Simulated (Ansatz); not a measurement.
# One shape, several levels: doublet CH3In+

We compute a comparison of 5 runs (UHF/STO-3G, U-r2SCAN0/def2-SVPD, U-revPBE/def2-SVPD, UB2PLYP/def2-SVPD, UBHLYP/def2-SVPD) of doublet CH3In+. 

The results are computed with Ansatz 0.2.0.

46 further runs of the same task are left out: 5 that didn't finish, 41 set aside as unsound or not needed.

### Step 1. The system as given

The species is CH3In+ (5 atoms), meant as a doublet with charge +1. As SMILES of the parent species, `C[In]`. The shape is that of a PBE0-D4/def2-TZVP optimisation. That shape belongs to the parent species and isn't relaxed for this state.

Bond lengths: C1–In2 2.238 Å, C1–H3 1.096 Å, C1–H4 1.096 Å, C1–H5 1.096 Å. Angles: In2–C1–H3 111.3°, In2–C1–H4 111.3°, In2–C1–H5 111.3°, H3–C1–H4 107.6°, H3–C1–H5 107.6°, H4–C1–H5 107.6°.

### Step 2. The energy at UHF/STO-3G (run 1)

input.yaml reads:

```yaml
crystal:
  periodic: [false, false, false]
  atoms:
    - symbol: C
      position_ang: [-0.182770, 0.073150, -0.070580]
    - symbol: In
      position_ang: [1.772750, -0.709460, 0.684610]
    - symbol: H
      position_ang: [-0.972960, -0.040920, 0.680150]
    - symbol: H
      position_ang: [-0.502560, -0.460530, -0.972760]
    - symbol: H
      position_ang: [-0.114460, 1.137770, -0.321410]
basis:
  gaussian:
    orbitals: STO-3G
output:
  orbitals: {seedname: orbitals}
hamiltonian:
  xc: hf
magnetization:
  spin_polarized: true
  initial_magnetization: 1
accuracy: high
total_charge: 1
```

Run with:

```console
ansatz run input.yaml --threads 1 --pin off --max-ram 3480MiB --events-out events.jsonl --progress --plain --runs-dir runs
```

Log:

```text
Warning: RAYON_NUM_THREADS=1 ignored (pool sized by the plan → 1); use --threads N
Functional definition: HF
  name "HF"
  exchange = exact_x
  correlation = 0
633 factors; integrals over basis functions are off by at most 3.9e-9 eV
mean field evaluation 1: about -155697.0202 eV, gradient 1.6e1 eV
mean field evaluation 2: about -155697.0789 eV, gradient 1.6e1 eV
mean field evaluation 4: about -155699.5139 eV, gradient 1.6e0 eV
mean field evaluation 8: about -155699.5625 eV, gradient 1.2e-3 eV
mean field -155699.56244973 eV, -5721.8533830736 hartree, gradient 5.9e-8 eV, S^2 0.784898; 0 other end points of the search recorded, 0 dependent functions left out
reference -155699.56244973 eV, -5721.8533830736 hartree; 29, 28 occupied and 6, 7 virtual orbitals, 633 factors
Total energy: -155699.56244973 eV, -5721.8533830736 hartree
```

It took 0.73 s on 1 thread of Arm Neoverse V1, shared host; peak memory 0.099 GiB.

### Step 3. A single-point energy at U-r2SCAN0/def2-SVPD (core potential) (run 2)

molecule.yaml reads:

```yaml
crystal:
  periodic: [false, false, false]
  atoms:
    - {symbol: C, position_ang: [-0.182770, 0.073150, -0.070580]}
    - {symbol: In, position_ang: [1.772750, -0.709460, 0.684610]}
    - {symbol: H, position_ang: [-0.972960, -0.040920, 0.680150]}
    - {symbol: H, position_ang: [-0.502560, -0.460530, -0.972760]}
    - {symbol: H, position_ang: [-0.114460, 1.137770, -0.321410]}
basis:
  gaussian: {orbitals: def2-SVPD}
total_charge: 1
magnetization: {spin_polarized: true, initial_magnetization: 1}
hamiltonian: {xc: {name: r2SCAN0}}
accuracy: high
output: {orbitals: {seedname: orbitals}}
```

Run with:

```console
ansatz run molecule.yaml --threads 1 --pin off --max-ram 3480MiB --events-out events.jsonl --progress --plain --runs-dir runs
```

Log:

```text
Warning: RAYON_NUM_THREADS=1 ignored (pool sized by the plan → 1); use --threads N
Functional definition: r2SCAN0
  name "r2SCAN0"
  parameter a = 0.25
  parameter k0 = 0.174
  parameter k1 = 0.065
  parameter a1 = 4.9479
  exchange = (1 - a)*r2scan_x(k0 = k0, k1 = k1, a1 = a1) + a*exact_x
  correlation = r2scan_c
1695 factors; integrals over basis functions are off by at most 3.1e-9 eV
mean field evaluation 1: about -6235.5971 eV, gradient 5.1e1 eV
mean field evaluation 2: about -6168.7482 eV, gradient 9.8e1 eV
mean field evaluation 4: about -6251.1410 eV, gradient 4.7e0 eV
mean field evaluation 8: about -6251.3463 eV, gradient 7.0e-1 eV
mean field evaluation 16: about -6251.3534 eV, gradient 7.0e-4 eV
mean field -6251.35344805 eV, -229.7330018963 hartree, gradient 7.4e-8 eV, S^2 0.769397; 0 other end points of the search recorded, 0 dependent functions left out
reference -6251.35345099 eV, -229.7330020043 hartree; 15, 14 occupied and 61, 62 virtual orbitals, 1695 factors
Total energy: -6251.35345099 eV, -229.7330020043 hartree
```

It took 19 s on 1 thread of Arm Neoverse V1, shared host; peak memory 0.42 GiB.

Runs 3 to 4 aren't shown in full; the table further down has their settings and results.

### Step 4. A single-point energy at UBHLYP/def2-SVPD (core potential) (run 5)

input.yaml reads:

```yaml
crystal:
  periodic: [false, false, false]
  atoms:
    - {symbol: C, position_ang: [-0.182770, 0.073150, -0.070580]}
    - {symbol: In, position_ang: [1.772750, -0.709460, 0.684610]}
    - {symbol: H, position_ang: [-0.972960, -0.040920, 0.680150]}
    - {symbol: H, position_ang: [-0.502560, -0.460530, -0.972760]}
    - {symbol: H, position_ang: [-0.114460, 1.137770, -0.321410]}
basis:
  gaussian:
    orbitals: def2-SVPD
total_charge: 1
magnetization:
  spin_polarized: true
  initial_magnetization: 1
hamiltonian:
  xc: {name: BHLYP}
accuracy: high
output:
  orbitals: {seedname: orbitals}
```

Run with:

```console
ansatz run input.yaml --threads 1 --pin off --max-ram 3480MiB --events-out events.jsonl --progress --plain --runs-dir runs
```

Log:

```text
Warning: RAYON_NUM_THREADS=1 ignored (pool sized by the plan → 1); use --threads N
Functional definition: BHLYP
  name "BHLYP"
  parameter a = 0.5
  exchange = (1 - a)*b88_x + a*exact_x
  correlation = lyp_c
1695 factors; integrals over basis functions are off by at most 3.1e-9 eV
mean field evaluation 1: about -6235.0955 eV, gradient 4.8e1 eV
mean field evaluation 2: about -6224.8365 eV, gradient 5.7e1 eV
mean field evaluation 4: about -6248.4078 eV, gradient 1.9e0 eV
mean field evaluation 8: about -6248.4687 eV, gradient 2.9e-1 eV
mean field evaluation 16: about -6248.4713 eV, gradient 3.5e-4 eV
mean field -6248.47128923 eV, -229.6270845134 hartree, gradient 4.6e-8 eV, S^2 0.766932; 0 other end points of the search recorded, 0 dependent functions left out
reference -6248.47131305 eV, -229.6270853886 hartree; 15, 14 occupied and 61, 62 virtual orbitals, 1695 factors
Total energy: -6248.47131305 eV, -229.6270853886 hartree
```

Wall time 9 s (1 thread of Arm Neoverse V1, shared host); peak memory 0.29 GiB.

### Step 5. The series

```tsv
run	level	core potential	frozen core orbitals	energy (Eh)	HOMO energy (eV)	LUMO energy (eV)	⟨S²⟩	wall time
1	UHF/STO-3G	none	–	-5721.853383	-13.03	-2.95	0.785	0.73 s
2	U-r2SCAN0/def2-SVPD (core potential)	def2-SVPD	–	-229.733002	-13.13	-9.19	0.769	19 s
3	U-revPBE/def2-SVPD (core potential)	def2-SVPD	–	-229.774030	-11.73	-10.41	0.755	7.2 s
4	UB2PLYP/def2-SVPD (core potential)	def2-SVPD	5	-229.407454	-13.68	-8.18	0.770	12 s
5	UBHLYP/def2-SVPD (core potential)	def2-SVPD	–	-229.627085	-13.71	-8.60	0.767	9 s
```

### Step 6. Summary of results

```
                                 quantity          value
                      run 5: total energy  -229.62709 Eh
run 5: HOMO energy (highest over α and β)      -13.71 eV
 run 5: LUMO energy (lowest over α and β)       -8.60 eV
                              run 5: ⟨S²⟩          0.767
```

Totals of different functionals can't be ranked against each other. Some runs of one species differ in core potentials or relativity; totals across that change don't compare. In run 1 the basis is minimal, so the values are rough. In run 1 relativity is left out where basis or elements ask for it. All runs together took 48 s, the longest 19 s.
